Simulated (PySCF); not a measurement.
# From one method to the next for AsN

Starting from one script, swap the method and compare what comes out for AsN.

Computed with PySCF 2.14.0. Level: each script names its method and basis.

5 further runs of the same task are left out: 5 that didn't finish.

## 1. The system as given

AsN: 2 atoms, charge 0, spin multiplicity 1.

Bond lengths: As1–N2 2.104 Å.

## 2. Base script

Contents of input.py:

```python
from pyscf import gto, scf, mp

mol = gto.M(
    atom='As 0 0 0; N 0 0 2.104',
    basis='sbkjc',
    ecp={'As': 'sbkjc', 'N': 'sbkjc'},
    charge=0,
    spin=0,
    verbose=4,
)
mf = scf.RHF(mol)
mf = mf.density_fit(auxbasis='def2-universal-jkfit')
mf.kernel()
mp.MP2(mf).kernel()
mf.dip_moment()
print('orbital energies (hartree):', mf.mo_energy[..., max(0, mol.nelec[1]-3):mol.nelec[0]+3].round(4))
```

Command:

```sh
$ OMP_NUM_THREADS=1 python input.py
```

## 3. SCF alone

Variant 1 changes step after the SCF: mp2 → none.

Edit input.py of step 2 so:

```diff
@@ -1,2 +1,2 @@
-from pyscf import gto, scf, mp
+from pyscf import gto, scf
 
@@ -13,3 +13,2 @@
 mf.kernel()
-mp.MP2(mf).kernel()
 mf.dip_moment()
```

## 4. Stability test

Variant 2 changes step after the SCF: mp2 → stability.

Edit input.py of step 2 so:

```diff
@@ -1,2 +1,2 @@
-from pyscf import gto, scf, mp
+from pyscf import gto, scf
 
@@ -13,3 +13,3 @@
 mf.kernel()
-mp.MP2(mf).kernel()
+mf.stability(internal=True, external=True)
 mf.dip_moment()
```

## 5. NEVPT2

Variant 3 changes step after the SCF: mp2 → nevpt2; active space: none → 2 electrons in 2 orbitals.

Edit input.py of step 2 so:

```diff
@@ -1,2 +1,2 @@
-from pyscf import gto, scf, mp
+from pyscf import gto, scf, mcscf, mrpt
 
@@ -13,3 +13,6 @@
 mf.kernel()
-mp.MP2(mf).kernel()
+mc = mcscf.CASSCF(mf, 2, 2)
+mc.kernel()
+mc.analyze()
+mrpt.NEVPT(mc).kernel()
 mf.dip_moment()
```

## 6. Population analysis

Variant 4 changes step after the SCF: mp2 → analyze.

Edit input.py of step 2 so:

```diff
@@ -1,2 +1,2 @@
-from pyscf import gto, scf, mp
+from pyscf import gto, scf
 
@@ -13,3 +13,3 @@
 mf.kernel()
-mp.MP2(mf).kernel()
+mf.mulliken_pop()
 mf.dip_moment()
```

Before running it: what results should come out? Wanted: for each run, E(SCF); from base; gap; SCF dipole; after the SCF.

**Answer**, as computed:

```
                run  E(SCF) (hartree)  from base (eV)  cycles  gap (eV)  SCF dipole (D)                                                                 after the SCF
               base        -15.474192               0      12      8.54            3.46                                                     MP2 correlation -9.550 eV
          SCF alone        -15.474192          0.0000      12      8.54            3.46                                                                           n/a
     stability test        -15.474192          0.0000      12      8.54            3.46                       unstable: internal, real -> complex, RHF/RKS -> UHF/UKS
             NEVPT2        -15.474192          0.0000      12      8.54            3.46  NEVPT2 correlation -5.400 eV (from the SCF energy, the CASSCF gain included)
population analysis        -15.474192          0.0000      12      8.54            3.46                                                                           n/a
```

In words: Total energies from different bases, Hamiltonians or methods carry different errors, so properties are taken as differences within one set-up.
